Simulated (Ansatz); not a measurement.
# HfMoSe4: the cost of one run

Program: Ansatz 0.2.0. Level of theory: DFT PBE, scalar-relativistic, plane waves, PAW. These are calculated values, not measurements.

**1. The starting structure**

It takes space group P4/mmm (No. 123, tetragonal). The conventional cell has a = 4.534 Å, b = 4.534 Å, c = 6.420 Å, α = 90.00°, β = 90.00°, γ = 90.00°. Around Hf (site symmetry 4/mmm) lie 8 Se at 2.79 Å. Around Mo (site symmetry 4/mmm) lie 8 Se at 2.76 Å. Se (site symmetry 2mm) has 2 Mo at 2.76 Å and 2 Hf at 2.79 Å in its first shell of neighbours.

As a file:

```
CELL_PARAMETERS angstrom
4.53428 0.00000 0.00000
0.00000 4.53428 0.00000
0.00000 0.00000 6.42021
ATOMIC_POSITIONS crystal
Hf 0.00000 0.00000 0.00000
Mo 0.50000 0.50000 0.50000
Se 0.50000 0.00000 0.74581
Se 0.00000 0.50000 0.25419
Se 0.50000 0.00000 0.25419
Se 0.00000 0.50000 0.74581
```

Recipe of the guess: species swapped into a database cell of GdYH4 (P4/mmm, No. 123), with Mo on the Y sites, Hf on the Gd sites and Se on the H sites. The dimensions are guesses.

**2. A first look at the guess**

Input file input.yaml:

```yaml
crystal:
  lattice:
    - [4.53428179, 0.0, 0.0]
    - [0.0, 4.53428179, 0.0]
    - [0.0, 0.0, 6.42021318]
  atoms:
    - { symbol: Hf, position: [0.0, 0.0, 0.0] }
    - { symbol: Mo, position: [0.5, 0.5, 0.5], spin: 1.0 }
    - { symbol: Se, position: [0.5, 0.0, 0.74581248] }
    - { symbol: Se, position: [0.0, 0.5, 0.25418752] }
    - { symbol: Se, position: [0.5, 0.0, 0.25418752] }
    - { symbol: Se, position: [0.0, 0.5, 0.74581248] }
basis:
  ecutwfc: 420
kpoints:
  mp_grid: { grid: [4, 4, 4] }
hamiltonian:
  xc: pbe
scf:
  occupations: { method: gaussian, width: 0.1 }
  lower_state_search: "off"
output:
  forces: true
  stress: true
  eigenvalues: true
  populations: true
magnetization:
  spin_polarized: true
```

Launch:

```sh
ansatz run input.yaml --threads 1 --pin off --max-ram 2560MiB --backend cpu --events-out ev --progress --plain --runs-dir out
```

**Question.** How long does this run take on 1 thread of Arm Neoverse V1, shared host, and how much memory does it need?

About 59 s, with a peak of 0.56 GiB.
